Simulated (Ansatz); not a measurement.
# C₂H₇NOSi: one species, many methods

One table from this session's results is given with a row withheld; the runs are named, their logs left out.

The runs use Ansatz 0.2.0, Gaussian basis; functionals in def2-TZVPP, the program's frozen cores in correlated methods.

The runs, in order: PBE-D4, r2SCAN-D4, PBE0-D4, B3LYP-D4, ωB97X-V, ωB97M-V, B2PLYP; CCSD(T)/def2-TZVPP; MP2/def2-QZVPP; extrapolation to the limit.

## The geometry

All runs share one geometry, relaxed beforehand with PBE0-D4 in a triple-zeta def2 set.

SMILES `CC(=O)[SiH2]N`, 12 atoms, charge 0, spin multiplicity 1.

Atoms are counted from 1 here; the program's logs count them from 0.

Bond lengths: C1–C2 1.504 Å, C1–H6 1.091 Å, C1–H7 1.095 Å, C1–H8 1.095 Å, C2–O3 1.212 Å, C2–Si4 1.938 Å, Si4–N5 1.711 Å, Si4–H9 1.488 Å, Si4–H10 1.488 Å, N5–H11 1.009 Å, N5–H12 1.009 Å. Angles: C2–C1–H6 110.7°, C2–C1–H7 109.8°, C2–C1–H8 109.7°, H6–C1–H7 110.0°, H6–C1–H8 110.0°, H7–C1–H8 106.6°, C1–C2–O3 121.7°, C1–C2–Si4 119.7°, O3–C2–Si4 118.6°, C2–Si4–N5 114.2°, C2–Si4–H9 107.5°, C2–Si4–H10 106.9°, N5–Si4–H9 109.1°, N5–Si4–H10 109.3°, H9–Si4–H10 109.8°, Si4–N5–H11 118.2°, Si4–N5–H12 118.2°, H11–N5–H12 109.7°.

Geometry (Å):

```
C    -1.8849    0.7237   -0.0745
C    -0.3822    0.7655   -0.0169
O     0.2254    1.8142   -0.0127
Si    0.6229   -0.8895    0.0590
N     2.3205   -0.6774    0.0724
H    -2.2986    1.7327   -0.0985
H    -2.2746    0.1802    0.7924
H    -2.2051    0.1674   -0.9615
H     0.2434   -1.6977   -1.1312
H     0.2052   -1.5938    1.3015
H     2.7393   -0.2319    0.8745
H     2.7659   -0.3485   -0.7705
```

The first run:

The input, in.yaml:

```yaml
crystal:
  periodic: [false, false, false]
  atoms:
    - {symbol: C, position_ang: [-1.884949, 0.723715, -0.074486]}
    - {symbol: C, position_ang: [-0.382201, 0.765539, -0.016864]}
    - {symbol: O, position_ang: [0.225449, 1.814172, -0.012692]}
    - {symbol: Si, position_ang: [0.622880, -0.889454, 0.059032]}
    - {symbol: N, position_ang: [2.320470, -0.677450, 0.072361]}
    - {symbol: H, position_ang: [-2.298632, 1.732678, -0.098473]}
    - {symbol: H, position_ang: [-2.274597, 0.180190, 0.792392]}
    - {symbol: H, position_ang: [-2.205117, 0.167436, -0.961530]}
    - {symbol: H, position_ang: [0.243399, -1.697733, -1.131170]}
    - {symbol: H, position_ang: [0.205153, -1.593781, 1.301483]}
    - {symbol: H, position_ang: [2.739290, -0.231946, 0.874488]}
    - {symbol: H, position_ang: [2.765855, -0.348464, -0.770540]}
basis:
  gaussian: {orbitals: def2-TZVPP}
hamiltonian: {xc: pbe, dispersion: d4}
output: {forces: true, orbitals: {seedname: orbitals}}
```

Run with:

```console
> ansatz run in.yaml --threads 4 --pin off --events-out ev --progress --plain --max-ram 10444MiB
```

Steps of the session up to this table: PBE-D4 (GGA); r2SCAN-D4 (meta-GGA); PBE0-D4 (hybrid); B3LYP-D4 (hybrid); ωB97X-V (range-separated); ωB97M-V (range-separated); B2PLYP (double hybrid); CCSD(T) in def2-TZVPP; MP2 in def2-QZVPP.

One table of the session follows, with a row left open; its other results are not shown here.

| method | atomisation energy (kJ/mol) |
| --- | --- |
| PBE-D4 | 4606.1 |
| r2SCAN-D4 | 4510.8 |
| PBE0-D4 | 4508.6 |
| B3LYP-D4 | 4521.4 |
| ωB97X-V | 4530.1 |
| ωB97M-V | 4528.3 |
| B2PLYP | 4467.6 |
| HF/def2-TZVPP | 3207.9 |
| MP2/def2-TZVPP | ? |
| CCSD/def2-TZVPP | 4312.6 |
| CCSD(T)/def2-TZVPP | 4382.4 |
| MP2/CBS | 4575.5 |
| CCSD(T)/CBS | 4510.7 |

**Question.** Estimate the row for MP2/def2-TZVPP.

The run gave: atomisation energy (kJ/mol): 4447.2. In the column «atomisation energy (kJ/mol)» it lies between CCSD(T)/def2-TZVPP (4382.4) and B2PLYP (4467.6).
